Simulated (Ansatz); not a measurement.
**C4H9ClFGaO: up Jacob's ladder to CCSD(T)**

An exercise on one series of results from a longer session: the logs are not shown, and one member is left open.

Method: functionals in def2-TZVPP, the program's frozen cores in correlated methods; program: Ansatz 0.2.0, Gaussian basis.

Plan: LDA (SPW92), PBE-D4, revPBE-D4, BLYP-D4, r2SCAN-D4, B97M-V, PBE0-D4, B3LYP-D4, r2SCANh-D4, r2SCAN0-D4, HSE06-D4, BHLYP-D4, CAM-B3LYP-D4, LC-ωPBE, ωB97X-V, ωB97M-V, B2PLYP, PBE-QIDH; CCSD(T)/def2-SVP; CCSD(T)/def2-TZVPP; MP2/def2-QZVPP; extrapolation to the limit; RPA on PBE.

## The geometry

All runs share one geometry, relaxed beforehand with PBE0-D4 in a triple-zeta def2 set.

SMILES `CC(C)(C)[O][Ga]([F])[Cl]`, 17 atoms, charge 0, spin multiplicity 1.

Atoms are counted from 1 here; the program's logs count them from 0.

Bond lengths: C1–C2 1.521 Å, C1–H9 1.094 Å, C1–H10 1.092 Å, C1–H11 1.092 Å, C2–C3 1.521 Å, C2–C4 1.520 Å, C2–O5 1.434 Å, C3–H12 1.092 Å, C3–H13 1.094 Å, C3–H14 1.092 Å, C4–H15 1.092 Å, C4–H16 1.091 Å, C4–H17 1.091 Å, O5–Ga6 1.756 Å, Ga6–F7 1.747 Å, Ga6–Cl8 2.107 Å. Angles: C2–C1–H9 110.8°, C2–C1–H10 110.9°, C2–C1–H11 110.2°, H9–C1–H10 107.6°, H9–C1–H11 109.0°, H10–C1–H11 108.2°, C1–C2–C3 110.8°, C1–C2–C4 110.7°, C1–C2–O5 109.6°, C3–C2–C4 110.7°, C3–C2–O5 109.6°, C4–C2–O5 105.1°, C2–C3–H12 110.2°, C2–C3–H13 110.8°, C2–C3–H14 110.9°, H12–C3–H13 109.0°, H12–C3–H14 108.2°, H13–C3–H14 107.6° and more.

The first run:

File in.yaml:

```yaml
crystal:
  periodic: [false, false, false]
  atoms:
    - {symbol: C, position_ang: [0.429438, -0.710953, -1.231686]}
    - {symbol: C, position_ang: [-0.098693, -0.335376, 0.144602]}
    - {symbol: C, position_ang: [1.036513, 0.098690, 1.059549]}
    - {symbol: C, position_ang: [-0.872239, -1.490839, 0.757944]}
    - {symbol: O, position_ang: [-1.051833, 0.729405, 0.020708]}
    - {symbol: Ga, position_ang: [-0.675861, 2.313098, -0.638109]}
    - {symbol: F, position_ang: [0.924541, 2.726098, -1.203729]}
    - {symbol: Cl, position_ang: [-2.156603, 3.806178, -0.778009]}
    - {symbol: H, position_ang: [0.985349, 0.120908, -1.674885]}
    - {symbol: H, position_ang: [1.107105, -1.565431, -1.169780]}
    - {symbol: H, position_ang: [-0.397865, -0.977824, -1.893080]}
    - {symbol: H, position_ang: [0.641579, 0.407785, 2.029901]}
    - {symbol: H, position_ang: [1.592886, 0.932121, 0.619963]}
    - {symbol: H, position_ang: [1.741274, -0.719881, 1.222172]}
    - {symbol: H, position_ang: [-0.224983, -2.359985, 0.893885]}
    - {symbol: H, position_ang: [-1.275916, -1.200756, 1.729668]}
    - {symbol: H, position_ang: [-1.704672, -1.773237, 0.110906]}
basis:
  gaussian: {orbitals: def2-TZVPP}
hamiltonian: {xc: lda}
output: {orbitals: {seedname: orbitals}}
```

Command:

```
$ ansatz run in.yaml --threads 2 --pin off --events-out ev --progress --plain --max-ram 32768MiB --backend cuda --devices 0, --max-vram 18GiB
```

Among the steps run: LDA; PBE-D4 (GGA); revPBE-D4 (GGA); BLYP-D4 (GGA); r2SCAN-D4 (meta-GGA); B97M-V (meta-GGA); B3LYP-D4 (hybrid); r2SCANh-D4 (hybrid); r2SCAN0-D4 (hybrid); HSE06-D4 (hybrid); BHLYP-D4 (hybrid); CAM-B3LYP-D4 (range-separated); LC-ωPBE (range-separated); ωB97X-V (range-separated); ωB97M-V (range-separated); B2PLYP (double hybrid); PBE-QIDH (double hybrid).

One of the session's tables, all rows but one given; the rest of the session is left out.

It belongs to the step «Orbital energies across the functionals». 

| functional | HOMO (eV) | gap (eV) |
| --- | --- | --- |
| LDA (SPW92) | -7.13 | 4.47 |
| PBE-D4 | -6.93 | 4.61 |
| revPBE-D4 | -6.84 | 4.68 |
| BLYP-D4 | ? | ? |
| r2SCAN-D4 | -7.23 | 5.21 |
| B97M-V | -7.37 | 5.18 |
| PBE0-D4 | -8.42 | 7.07 |
| B3LYP-D4 | -8.19 | 6.49 |
| r2SCANh-D4 | -7.79 | 6.11 |
| r2SCAN0-D4 | -8.64 | 7.46 |
| HSE06-D4 | -8.01 | 6.29 |
| BHLYP-D4 | -9.86 | 9.41 |
| CAM-B3LYP-D4 | -9.88 | 9.48 |
| LC-ωPBE | -11.20 | 12.18 |
| ωB97X-V | -10.87 | 11.64 |
| ωB97M-V | -10.80 | 11.35 |

Estimate the missing values for BLYP-D4.

Worked estimate for «HOMO (eV)». Against the share of exact exchange, B3LYP-D4 (0.2, -8.19), BHLYP-D4 (0.5, -9.86) give a slope of -5.57 per unit share; at 0 the line stands at -7.08.

**Answer.** HOMO (eV): -6.83; gap (eV): 4.54. In «HOMO (eV)» the line misses by -0.25.
